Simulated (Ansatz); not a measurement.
# CH5B2F: two geometries relaxed

Are the two ends of the shift of H8 from C2 to B1 separate minima, and which lies lower? Each is relaxed from a guess. SMILES of the start: BCBF.

Method: RKS revPBE-D4/6-31G*, in Ansatz 0.2.0.

**1. The system as given**

Bond lengths: B1–C2 1.569 Å, C2–B3 1.575 Å, B3–F4 1.317 Å, B1–H5 1.169 Å, B1–H6 1.168 Å, C2–H7 1.088 Å, C2–H8 1.089 Å, B3–H9 1.174 Å. Angles: B1–C2–B3 106.9°, B1–C2–H7 111.0°, B1–C2–H8 110.8°, B3–C2–H7 109.3°, B3–C2–H8 108.8°, H7–C2–H8 109.9°, C2–B1–H5 119.9°, C2–B1–H6 120.3°, H5–B1–H6 119.8°, C2–B3–F4 119.2°, C2–B3–H9 124.8°, F4–B3–H9 116.0°.

As a file:

```xyz
9

B    -0.3255    1.1859   -0.4533
C     0.6163    0.1092    0.1913
B    -0.1877   -1.2453    0.2201
F    -0.9542   -1.5161    1.2567
H    -0.3459    1.3225   -1.6139
H    -1.0275    1.8329    0.2202
H     1.5211   -0.0220   -0.3992
H     0.8772    0.3842    1.2123
H    -0.1738   -2.0512   -0.6341
```

**2. Relaxing end A**

File input.yaml:

```yaml
crystal:
  periodic: [false, false, false]
  atoms:
    - { symbol: B, position_ang: [-0.32552, 1.18585, -0.45335] }
    - { symbol: C, position_ang: [0.61631, 0.10922, 0.19125] }
    - { symbol: B, position_ang: [-0.18769, -1.24535, 0.22012] }
    - { symbol: F, position_ang: [-0.95416, -1.51609, 1.25666] }
    - { symbol: H, position_ang: [-0.34593, 1.32251, -1.61392] }
    - { symbol: H, position_ang: [-1.02751, 1.83288, 0.22019] }
    - { symbol: H, position_ang: [1.52107, -0.02203, -0.39916] }
    - { symbol: H, position_ang: [0.87719, 0.3842, 1.21233] }
    - { symbol: H, position_ang: [-0.17376, -2.05118, -0.63413] }
basis:
  gaussian: { orbitals: "6-31G*" }
hamiltonian:
  xc: revpbe
  dispersion: d4
relax:
  f_tol: 0.02
  max_steps: 50
```

Command:

```console
ansatz run input.yaml --threads 1 --pin off --max-ram 2048MiB --backend cpu --events-out ev --progress --plain --runs-dir out
```

The program printed, shortened:

```text
Warning: RAYON_NUM_THREADS=1 ignored (pool sized by the plan → 1); use --threads N
[...]
Functional definition: revPBE
[...]
801 factors; their error is unknown
[...]
mean field -5186.85332674 eV, -190.6133439824 hartree, gradient 3.6e-5 eV, S^2 0.000000; 0 other end points of the search recorded, 0 dependent functions left out
[...]
reference -5186.85335641 eV, -190.6133450726 hartree; 15, 15 occupied and 55, 55 virtual orbitals, 801 factors
relax step   1: F+E_penalty+E_count = -5187.27351132 eV  Δ(F+E_penalty+E_count) = +0.000e0 eV  max|allowed force component| = 9.962e-1 eV/Å  Δτ_max = 0.0000 Å  (26 SCF iters, accepted)
[...]
relax step   4: F+E_penalty+E_count = -5187.35819247 eV  Δ(F+E_penalty+E_count) = -5.459e-3 eV  max|allowed force component| = 4.727e-2 eV/Å  Δτ_max = 0.0184 Å  (28 SCF iters, accepted)
[...]
relax step   7: F+E_penalty+E_count = -5187.36069807 eV  Δ(F+E_penalty+E_count) = -1.533e-3 eV  max|allowed force component| = 4.158e-2 eV/Å  Δτ_max = 0.0502 Å  (26 SCF iters, accepted)
[...]
relax step  10: F+E_penalty+E_count = -5187.36142958 eV  Δ(F+E_penalty+E_count) = -4.902e-4 eV  max|allowed force component| = 3.778e-2 eV/Å  Δτ_max = 0.0466 Å  (27 SCF iters, accepted)
[...]
relax step  12: F+E_penalty+E_count = -5187.36043422 eV  Δ(F+E_penalty+E_count) = +1.405e-3 eV  max|allowed force component| = 1.295e-1 eV/Å  Δτ_max = 0.0631 Å  (28 SCF iters, rejected (line search))
[...]
relax step  13: F+E_penalty+E_count = -5187.36200332 eV  Δ(F+E_penalty+E_count) = -1.642e-4 eV  max|allowed force component| = 1.303e-2 eV/Å  Δτ_max = 0.0154 Å  (29 SCF iters, accepted)
801 factors; their error is unknown
mean field -5186.94531326 eV, -190.6167244244 hartree, gradient 1.8e-5 eV, S^2 0.000000; 1 other end points of the search recorded, 0 dependent functions left out
[...]
reference -5186.94534303 eV, -190.6167255187 hartree; 15, 15 occupied and 55, 55 virtual orbitals, 801 factors
Total energy: -5187.36203309 eV, -190.6320385959 hartree
Atom 0 at    -0.308949     1.184493    -0.464302 Å, force     0.002479     0.005192    -0.004372 eV/Å
Atom 1 at     0.596225     0.134184     0.260742 Å, force     0.001283    -0.009730     0.004086 eV/Å
Atom 2 at    -0.185451    -1.237870     0.215754 Å, force     0.006182     0.013026     0.007711 eV/Å
Atom 3 at    -0.846415    -1.664172     1.304881 Å, force    -0.001657    -0.003812    -0.002083 eV/Å
Atom 4 at    -0.408157     1.176041    -1.668138 Å, force    -0.002565    -0.001629     0.002448 eV/Å
Atom 5 at    -0.955783     1.983702     0.168315 Å, force    -0.001686     0.001179     0.000244 eV/Å
Atom 6 at     1.503129    -0.039969    -0.351933 Å, force     0.000239    -0.000750    -0.001703 eV/Å
Atom 7 at     0.844285     0.405261     1.300260 Å, force    -0.003232    -0.000080    -0.002748 eV/Å
Atom 8 at    -0.238883    -1.941661    -0.765591 Å, force    -0.001044    -0.003396    -0.003583 eV/Å
Dipole moment:     0.209252     0.024244    -0.012007 e Å
```

Wall time 27 s (1 thread of Arm Neoverse V1, shared host); peak memory 0.13 GiB.

Relaxation path:

| step | energy from step 1 (eV) | largest force component (eV/Å) |
| --- | --- | --- |
| 1 | 0.0000 | 0.9962 |
| 2 | -0.0753 | 0.3714 |
| 3 | -0.0792 | 0.2451 |
| 4 | -0.0847 | 0.0473 |
| 5 | -0.0849 | 0.0614 |
| 6 | -0.0857 | 0.0893 |
| 7 | -0.0872 | 0.0416 |
| 8 | -0.0874 | 0.0602 |
| 9x | -0.0838 | 0.3055 |
| 10 | -0.0879 | 0.0378 |
| 11 | -0.0883 | 0.0278 |
| 12x | -0.0869 | 0.1295 |
| 13 | -0.0885 | 0.0130 |

Step 1 is the start. 2 steps were tried and not accepted (marked x).

After: Bond lengths: B1–C2 1.565 Å, C2–B3 1.580 Å, B3–F4 1.343 Å, B1–H5 1.208 Å, B1–H6 1.207 Å, C2–H7 1.108 Å, C2–H8 1.103 Å, B3–H9 1.209 Å. Angles: B1–C2–B3 106.5°, B1–C2–H7 108.8°, B1–C2–H8 113.7°, B3–C2–H7 104.6°, B3–C2–H8 110.6°, H7–C2–H8 112.1°, C2–B1–H5 120.3°, C2–B1–H6 120.8°, H5–B1–H6 118.9°, C2–B3–F4 119.7°, C2–B3–H9 123.4°, F4–B3–H9 116.8°.

**3. End point B**

The second end starts from a geometry with the move made by hand.

input.yaml, as its differences from that of step 2:

```diff
@@ -10,3 +10,3 @@
     - { symbol: H, position_ang: [1.52107, -0.02203, -0.39916] }
-    - { symbol: H, position_ang: [0.87719, 0.3842, 1.21233] }
+    - { symbol: H, position_ang: [0.60972, 1.60475, 0.11123] }
     - { symbol: H, position_ang: [-0.17376, -2.05118, -0.63413] }
```

Command:

```console
ansatz run input.yaml --threads 1 --pin off --max-ram 2048MiB --backend cpu --events-out ev --progress --plain --runs-dir out
```

The program printed, shortened:

```text
Warning: RAYON_NUM_THREADS=1 ignored (pool sized by the plan → 1); use --threads N
[...]
Functional definition: revPBE
[...]
801 factors; their error is unknown
[...]
mean field -5183.29693438 eV, -190.4826489735 hartree, gradient 8.8e-6 eV, S^2 0.000000; 0 other end points of the search recorded, 0 dependent functions left out
[...]
reference -5183.29696467 eV, -190.4826500866 hartree; 15, 15 occupied and 55, 55 virtual orbitals, 801 factors
relax step   1: F+E_penalty+E_count = -5183.72821931 eV  Δ(F+E_penalty+E_count) = +0.000e0 eV  max|allowed force component| = 3.238e0 eV/Å  Δτ_max = 0.0000 Å  (28 SCF iters, accepted)
[...]
relax step   5: F+E_penalty+E_count = -5186.90828872 eV  Δ(F+E_penalty+E_count) = -3.806e-1 eV  max|allowed force component| = 1.295e0 eV/Å  Δτ_max = 0.1946 Å  (29 SCF iters, accepted)
[...]
relax step   9: F+E_penalty+E_count = -5187.28459232 eV  Δ(F+E_penalty+E_count) = -1.855e-2 eV  max|allowed force component| = 7.322e-1 eV/Å  Δτ_max = 0.1031 Å  (28 SCF iters, accepted)
[...]
relax step  13: F+E_penalty+E_count = -5187.32608063 eV  Δ(F+E_penalty+E_count) = -6.886e-3 eV  max|allowed force component| = 2.666e-1 eV/Å  Δτ_max = 0.1496 Å  (27 SCF iters, accepted)
[...]
relax step  16: F+E_penalty+E_count = -5187.34551210 eV  Δ(F+E_penalty+E_count) = -7.412e-3 eV  max|allowed force component| = 5.554e-2 eV/Å  Δτ_max = 0.0998 Å  (27 SCF iters, accepted)
[...]
relax step  17: F+E_penalty+E_count = -5187.34983803 eV  Δ(F+E_penalty+E_count) = -4.326e-3 eV  max|allowed force component| = 2.394e-1 eV/Å  Δτ_max = 0.1482 Å  (26 SCF iters, accepted)
[...]
801 factors; their error is unknown
mean field -5186.93550577 eV, -190.6163640057 hartree, gradient 1.8e-5 eV, S^2 0.000000; 0 other end points of the search recorded, 0 dependent functions left out
```

**4. The output, continued: end point B relaxed**

Output, continued, shortened:

```text
[...]
reference -5186.93553580 eV, -190.6163651093 hartree; 15, 15 occupied and 55, 55 virtual orbitals, 801 factors
relax step  18: F+E_penalty+E_count = -5187.35326974 eV  Δ(F+E_penalty+E_count) = -3.432e-3 eV  max|allowed force component| = 1.558e-1 eV/Å  Δτ_max = 0.0937 Å  (27 SCF iters, accepted)
[...]
relax step  21: F+E_penalty+E_count = -5187.36040715 eV  Δ(F+E_penalty+E_count) = -2.128e-3 eV  max|allowed force component| = 6.456e-2 eV/Å  Δτ_max = 0.0380 Å  (28 SCF iters, accepted)
[...]
relax step  24: F+E_penalty+E_count = -5187.36183994 eV  Δ(F+E_penalty+E_count) = -2.815e-4 eV  max|allowed force component| = 2.794e-2 eV/Å  Δτ_max = 0.0270 Å  (28 SCF iters, accepted)
[...]
relax step  27: F+E_penalty+E_count = -5187.36200224 eV  Δ(F+E_penalty+E_count) = -3.865e-5 eV  max|allowed force component| = 3.396e-2 eV/Å  Δτ_max = 0.0098 Å  (30 SCF iters, accepted)
[...]
Total energy: -5187.36207006 eV, -190.6320399545 hartree
Atom 0 at    -0.428477     1.253993    -0.673100 Å, force     0.000460     0.004428    -0.002906 eV/Å
Atom 1 at     0.567323     0.326536     0.099491 Å, force    -0.004389    -0.002406     0.001284 eV/Å
Atom 2 at    -0.130792    -1.085802     0.208582 Å, force    -0.001284    -0.002473     0.011229 eV/Å
Atom 3 at    -0.718625    -1.452202     1.359985 Å, force     0.002899     0.000179    -0.008492 eV/Å
Atom 4 at    -0.584225     1.122431    -1.863760 Å, force    -0.000670     0.000710     0.002915 eV/Å
Atom 5 at    -1.088213     2.077502    -0.086252 Å, force     0.000961    -0.002624    -0.002004 eV/Å
Atom 6 at     1.456148     0.149235    -0.538384 Å, force     0.002122     0.000311    -0.001320 eV/Å
Atom 7 at     0.842055     0.704059     1.098094 Å, force     0.000747     0.000503    -0.000900 eV/Å
Atom 8 at    -0.182664    -1.875193    -0.705767 Å, force    -0.000846     0.001372     0.000194 eV/Å
Dipole moment:     0.207166     0.036149    -0.024502 e Å
```

Run time: 59 s. Hardware: 1 thread of Arm Neoverse V1, shared host; peak memory 0.13 GiB.

Relaxation path:

| step | energy from step 1 (eV) | largest force component (eV/Å) |
| --- | --- | --- |
| 1 | 0.0000 | 3.2382 |
| 2 | -1.5482 | 1.6457 |
| 3 | -2.3369 | 1.5630 |
| 4 | -2.7995 | 1.4069 |
| 5 | -3.1801 | 1.2947 |
| 6 | -3.3866 | 0.7276 |
| 7 | -3.4567 | 1.2631 |
| 8 | -3.5378 | 0.8171 |
| 9 | -3.5564 | 0.7322 |
| 10x | -3.5393 | 1.1245 |
| 11 | -3.5802 | 0.0872 |
| 12 | -3.5910 | 0.0563 |
| 13 | -3.5979 | 0.2666 |
| 14x | -3.5872 | 0.7152 |
| 15 | -3.6099 | 0.1300 |
| 16 | -3.6173 | 0.0555 |
| 17 | -3.6216 | 0.2394 |
| 18 | -3.6251 | 0.1558 |
| 19 | -3.6301 | 0.0696 |
| 20x | -3.6299 | 0.2198 |
| 21 | -3.6322 | 0.0646 |
| 22 | -3.6333 | 0.0124 |
| 23x | -3.6333 | 0.1191 |
| 24 | -3.6336 | 0.0279 |
| 25x | -3.6333 | 0.0762 |
| 26 | -3.6337 | 0.0353 |
| 27 | -3.6338 | 0.0340 |
| 28 | -3.6338 | 0.0242 |
| 29 | -3.6338 | 0.0112 |

Step 1 is the start. 5 steps were tried and not accepted (marked x).

After: Bond lengths: B1–C2 1.565 Å, C2–B3 1.579 Å, B3–F4 1.344 Å, B1–H5 1.208 Å, B1–H6 1.207 Å, C2–H7 1.108 Å, C2–H8 1.102 Å, B3–H9 1.209 Å. Angles: B1–C2–B3 106.4°, B1–C2–H7 108.7°, B1–C2–H8 113.8°, B3–C2–H7 104.5°, B3–C2–H8 110.7°, H7–C2–H8 112.1°, C2–B1–H5 120.3°, C2–B1–H6 120.8°, H5–B1–H6 118.9°, C2–B3–F4 119.8°, C2–B3–H9 123.4°, F4–B3–H9 116.8°.

Pairs that crossed the distance rule for bonds on the way: came closer C2–H8; moved apart B1–H8.

**5. What came out**

| quantity | value |
| --- | --- |
| end A | 10 moves, 0.088 eV lower |
| end B | 23 moves, 3.634 eV lower |
| largest difference between the ends | 0.01 Å |
| end B relative to end A | -0.000 eV |

The two relaxations end at one structure, within 0.01 Å: no second minimum was found from this start, which doesn't rule one out.
